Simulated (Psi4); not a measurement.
**One shape, several levels: doublet [MoH2O4]+**

Wanted: a comparison of 3 runs (UHF/def2-SVP, UPBE/def2-SVP, USVWN5/def2-SVP) of doublet [MoH2O4]+. The job is set up through a Python script.

The calculation is run with Psi4 1.11.

1 further run of the same task is left out (set aside as unsound or not needed).

### 1 The molecule

The species is [MoH2O4]+ (7 atoms), meant as a doublet with charge +1. SMILES of the parent species: `[O]=[Mo](=[O])([OH])[OH]`. The coordinates come from a PBE0-D4/def2-TZVP relaxation. This is one conformer, not always the lowest. That shape belongs to the parent species and isn't relaxed for this state.

Bond lengths: O1–Mo2 1.675 Å, Mo2–O3 1.675 Å, Mo2–O4 1.869 Å, Mo2–O5 1.869 Å, O4–H6 0.961 Å, O5–H7 0.961 Å. Angles: O1–Mo2–O3 109.2°, O1–Mo2–O4 108.8°, O1–Mo2–O5 110.0°, O3–Mo2–O4 110.0°, O3–Mo2–O5 108.8°, O4–Mo2–O5 110.1°, Mo2–O4–H6 123.2°, Mo2–O5–H7 123.3°.

### 2 A single-point energy at UHF/def2-SVP (core potential) (run 1)

File h2moo4.xyz:

```xyz
7
H2MoO4
O      0.052590    -1.899690    -0.237080
Mo     0.095070    -0.287340     0.216430
O      0.633380    -0.173900     1.799000
O     -1.628350     0.423020     0.074620
O      1.271080     0.657000    -0.888140
H     -2.030050     0.970480     0.754330
H      1.606280     0.310450    -1.719170
```

File h2moo4.py:

```python
import psi4

psi4.set_memory('2200 MB')
psi4.set_num_threads(1)
psi4.set_output_file('run.log', False)

with open('h2moo4.xyz') as f:
    atoms = ''.join(f.readlines()[2:])
molecule = psi4.geometry('1 2\n' + atoms + 'symmetry c1\nno_reorient\nno_com')

psi4.set_options(dict(reference='uhf', puream=True, e_convergence=1e-09, d_convergence=1e-08, scf_type='pk', maxiter=100))

result = psi4.energy('hf/def2-SVP')
print('E =', round(result, 9))
```

On the command line:

```sh
$ python h2moo4.py
```

run.log:

```text
[...]
    !!!  WARNING: ECP capability is in beta. Please check occupations closely.  !!!
[...]
  Running in c1 symmetry.
[...]
  Nuclear repulsion =  226.529775144928550
[...]
  Multiplicity = 2
[...]
  Nalpha       = 24
  Nbeta        = 23
[...]
    Number of basis functions: 97
[...]
   @UHF iter   1:  -366.90077961323004   -7.38432e-01   1.15224e-02 ADIIS/DIIS
[...]
   @UHF iter  45:  -367.58361112369596   -2.27374e-11   9.05566e-09 DIIS
[...]
   @S^2 Observed:                1.183638861E+00
[...]
    Orbital Energies [Eh]
    ---------------------
    Alpha Occupied:
       1A    -20.946944     2A    -20.946943     3A    -20.822009
       4A    -20.822003     5A     -3.487811     6A     -2.348362
       7A     -2.319402     8A     -2.317280     9A     -1.629580
      10A     -1.608980    11A     -1.545255    12A     -1.539449
      13A     -1.012910    14A     -0.966817    15A     -0.947510
      16A     -0.941169    17A     -0.926061    18A     -0.906728
      19A     -0.896371    20A     -0.873420    21A     -0.796531
      22A     -0.775411    23A     -0.765282    24A     -0.738661
    Alpha Virtual:
      25A     -0.199456    26A     -0.180352    27A     -0.142058
[...]
  @UHF Final Energy:  -367.58361112369596
   => Energetics <=
    Nuclear Repulsion Energy =            226.5297751449285499
    One-Electron Energy =                -967.9777432649945013
    Two-Electron Energy =                 373.8643569963700202
    Total Energy =                       -367.5836111236959596
  UHF NO Occupations:
  HONO-2 :   22  A 1.9899147
  HONO-1 :   23  A 1.7835535
[...]
 Multipole Moments:
 ------------------------------------------------------------------------------------
     Multipole            Electronic (a.u.)      Nuclear  (a.u.)        Total (a.u.)
 ------------------------------------------------------------------------------------
 L = 1.  Multiply by 2.5417464519 to convert [e a0] to [Debye]
 Dipole X            :         -6.5526569            6.6836023            0.1309454
 Dipole Y            :         19.8061677          -20.2019093           -0.3957416
 Dipole Z            :        -14.9187311           15.2167929            0.2980618
 Magnitude           :                                                    0.5124441
[...]
```

On the terminal:

```text
E = -367.583611124
```

It took 9 s on 1 thread of Intel Xeon Platinum 8259CL at 2.50GHz (Skylake/Cascade Lake), shared host; peak memory 0.36 GiB.

### 3 Energy and forces at UPBE/def2-SVP (core potential) (run 2)

h2moo4.xyz is that of step 2.

File calc.py:

```python
import psi4

psi4.set_memory(2200000000)
psi4.set_num_threads(1)
psi4.core.set_output_file('output.dat', False)

with open('h2moo4.xyz') as f:
    atoms = ''.join(f.readlines()[2:])
geom = psi4.geometry('1 2\n' + atoms + 'symmetry c1\nno_reorient\nno_com')

psi4.set_options({
    'basis': 'def2-SVP',
    'reference': 'uks',
    'puream': True,
    'e_convergence': 1e-09,
    'd_convergence': 1e-08,
    'scf_type': 'pk',
    'dft_radial_points': 99,
    'dft_spherical_points': 590,
    'maxiter': 100,
})

e_tot, wfn = psi4.gradient('pbe', molecule=geom, return_wfn=True)
print('gradient / Eh bohr^-1')
print(e_tot.np.round(6))
print(f'energy = {wfn.energy():.10f} Eh')
for k, v in sorted(psi4.core.scalar_variables().items()):
    print(f'{k:45s} {v:18.10f}')
```

On the command line:

```sh
$ python calc.py
```

output.dat:

```text
[...]
    !!!  WARNING: ECP capability is in beta. Please check occupations closely.  !!!
[...]
  Running in c1 symmetry.
[...]
  Nuclear repulsion =  226.529775144928550
[...]
  Multiplicity = 2
[...]
  Nalpha       = 24
  Nbeta        = 23
[...]
    Number of basis functions: 97
[...]
   @UKS iter   1:  -368.46946529478305    5.94683e-01   1.62822e-02 ADIIS/DIIS
[...]
   @UKS iter  24:  -369.57994130912448   -1.30740e-12   6.94638e-09 DIIS
[...]
   @S^2 Observed:                7.606597686E-01
[...]
  @UKS Final Energy:  -369.57994130912448
   => Energetics <=
    Nuclear Repulsion Energy =            226.5297751449285499
    One-Electron Energy =                -969.7837587113582458
    Two-Electron Energy =                 415.8941545078033641
    DFT Exchange-Correlation Energy =     -42.2201122504981399
    Empirical Dispersion Energy =           0.0000000000000000
    VV10 Nonlocal Energy =                  0.0000000000000000
    Total Energy =                       -369.5799413091244787
[...]
 Multipole Moments:
 ------------------------------------------------------------------------------------
     Multipole            Electronic (a.u.)      Nuclear  (a.u.)        Total (a.u.)
 ------------------------------------------------------------------------------------
 L = 1.  Multiply by 2.5417464519 to convert [e a0] to [Debye]
 Dipole X            :         -6.7174625            6.6836023           -0.0338603
 Dipole Y            :         20.3042567          -20.2019093            0.1023474
 Dipole Z            :        -15.2939030           15.2167929           -0.0771101
 Magnitude           :                                                    0.1325424
[...]
  -Total Gradient:
     Atom            X                  Y                   Z
    ------   -----------------  -----------------  -----------------
       1        0.002868962270     0.048296683085     0.008612772227
       2        0.016711237275    -0.050520289758     0.038047415051
       3       -0.018989051294     0.000439616014    -0.045316435314
       4       -0.017102985834     0.016141443686     0.015754037826
       5        0.013183877369    -0.004296006686    -0.024684202897
       6        0.016110273279    -0.015368981306    -0.016285976322
       7       -0.012784218849     0.005313755655     0.023867980666
[...]
```

Standard output:

```text
gradient / Eh bohr^-1
[[ 0.002869  0.048297  0.008613]
 [ 0.016711 -0.05052   0.038047]
 [-0.018989  0.00044  -0.045316]
 [-0.017103  0.016141  0.015754]
 [ 0.013184 -0.004296 -0.024684]
 [ 0.01611  -0.015369 -0.016286]
 [-0.012784  0.005314  0.023868]]
energy = -369.5799413091 Eh
CURRENT ENERGY                                   -369.5799413091
CURRENT REFERENCE ENERGY                         -369.5799413091
DD SOLVATION ENERGY                                 0.0000000000
DFT FUNCTIONAL TOTAL ENERGY                      -369.5799413091
DFT TOTAL ENERGY                                 -369.5799413091
DFT VV10 ENERGY                                     0.0000000000
DFT XC ENERGY                                     -42.2201122505
GRID ELECTRONS ALPHA                               23.9999996197
GRID ELECTRONS BETA                                22.9999996355
GRID ELECTRONS TOTAL                               46.9999992551
NUCLEAR REPULSION ENERGY                          226.5297751449
ONE-ELECTRON ENERGY                              -969.7837587114
PCM POLARIZATION ENERGY                             0.0000000000
PE ENERGY                                           0.0000000000
SCF ITERATION ENERGY                             -369.5799413091
SCF ITERATIONS                                     24.0000000000
SCF TOTAL ENERGY                                 -369.5799413091
TWO-ELECTRON ENERGY                               415.8941545078
XC GRID RADIAL POINTS                              99.0000000000
XC GRID SPHERICAL POINTS                          590.0000000000
XC GRID TOTAL POINTS                           392435.0000000000
```

Run time: 66 s. Hardware: 1 thread of Intel Xeon Platinum 8259CL at 2.50GHz (Skylake/Cascade Lake), shared host; peak memory 1.2 GiB.

### 4 A single-point energy at USVWN5/def2-SVP (core potential) (run 3)

File h2moo4.py:

```python
import psi4

psi4.set_memory(2200000000)
psi4.set_num_threads(1)
psi4.set_output_file('run.log', False)

molecule = psi4.geometry("""
1 2
O      0.052590    -1.899690    -0.237080
Mo     0.095070    -0.287340     0.216430
O      0.633380    -0.173900     1.799000
O     -1.628350     0.423020     0.074620
O      1.271080     0.657000    -0.888140
H     -2.030050     0.970480     0.754330
H      1.606280     0.310450    -1.719170
symmetry c1
""")

psi4.set_options({
    'basis': 'def2-SVP',
    'reference': 'uks',
    'puream': True,
    'e_convergence': 1e-09,
    'd_convergence': 1e-08,
    'scf_type': 'pk',
    'dft_radial_points': 99,
    'dft_spherical_points': 590,
    'maxiter': 100,
})

e, wfn = psi4.energy("scf", dft_functional={"name": "SVWN5", "x_functionals": {"LDA_X": {}}, "c_functionals": {"LDA_C_VWN": {}}}, return_wfn=True)
print(f'scf energy: {e:.10f} Eh')
```

On the command line:

```sh
$ python h2moo4.py
```

run.log:

```text
[...]
    !!!  WARNING: ECP capability is in beta. Please check occupations closely.  !!!
[...]
  Running in c1 symmetry.
[...]
  Nuclear repulsion =  226.529775144928550
[...]
  Multiplicity = 2
[...]
  Nalpha       = 24
  Nbeta        = 23
[...]
    Number of basis functions: 97
[...]
   @UKS iter   1:  -366.49196419964659    5.77646e-01   1.63782e-02 DIIS/ADIIS
[...]
   @UKS iter  24:  -367.61314583506442   -7.38964e-13   5.11432e-09 DIIS
[...]
   @S^2 Observed:                7.571459572E-01
[...]
    Orbital Energies [Eh]
    ---------------------
    Alpha Occupied:
       1A    -18.931632     2A    -18.931629     3A    -18.903819
       4A    -18.903799     5A     -2.797378     6A     -1.858907
       7A     -1.845938     8A     -1.834630     9A     -1.153962
      10A     -1.147968    11A     -1.110527    12A     -1.100861
      13A     -0.739057    14A     -0.735087    15A     -0.676053
      16A     -0.657378    17A     -0.644964    18A     -0.631274
      19A     -0.608985    20A     -0.577237    21A     -0.573446
      22A     -0.564815    23A     -0.564312    24A     -0.555470
    Alpha Virtual:
      25A     -0.370253    26A     -0.367240    27A     -0.320171
[...]
  @UKS Final Energy:  -367.61314583506442
   => Energetics <=
    Nuclear Repulsion Energy =            226.5297751449285499
    One-Electron Energy =                -969.4900294453598235
    Two-Electron Energy =                 415.5269203562571079
    DFT Exchange-Correlation Energy =     -40.1798118908902282
    Empirical Dispersion Energy =           0.0000000000000000
    VV10 Nonlocal Energy =                  0.0000000000000000
    Total Energy =                       -367.6131458350644152
[...]
 Multipole Moments:
 ------------------------------------------------------------------------------------
     Multipole            Electronic (a.u.)      Nuclear  (a.u.)        Total (a.u.)
 ------------------------------------------------------------------------------------
 L = 1.  Multiply by 2.5417464519 to convert [e a0] to [Debye]
 Dipole X            :          0.9235506           -1.1409003           -0.2173498
 Dipole Y            :         -2.7908157            3.4477678            0.6569521
 Dipole Z            :          2.1019463           -2.5967996           -0.4948533
 Magnitude           :                                                    0.8507095
[...]
```

The script printed:

```text
scf energy: -367.6131458351 Eh
```

Run time: 34 s. Hardware: 1 thread of Intel Xeon Platinum 8259CL at 2.50GHz (Skylake/Cascade Lake), shared host; peak memory 0.61 GiB.

### 5 Overview of the runs

```csv
run,level,task,integration grid,energy (Eh),HOMO energy (eV),LUMO energy (eV),⟨S²⟩,wall time
1,UHF/def2-SVP (core potential),energy,–,-367.583611,-19.87,-7.02,1.184,9 s
2,UPBE/def2-SVP (core potential),gradient,99 radial × 590 angular,-369.579941,-14.50,-14.35,0.761,66 s
3,USVWN5/def2-SVP (core potential),energy,99 radial × 590 angular,-367.613146,-14.79,-14.71,0.757,34 s
```

### 6 What came out

| quantity | value |
| --- | --- |
| run 3: total energy | -367.61315 Eh |
| run 3: HOMO energy (highest over α and β) | -14.79 eV |
| run 3: LUMO energy (lowest over α and β) | -14.71 eV |
| run 3: ⟨S²⟩ | 0.757 |

In words: Totals of different functionals can't be ranked against each other. Spin contamination of the reference: run 1 ⟨S²⟩ = 1.18. All runs together took 1.8 min, the longest 66 s.
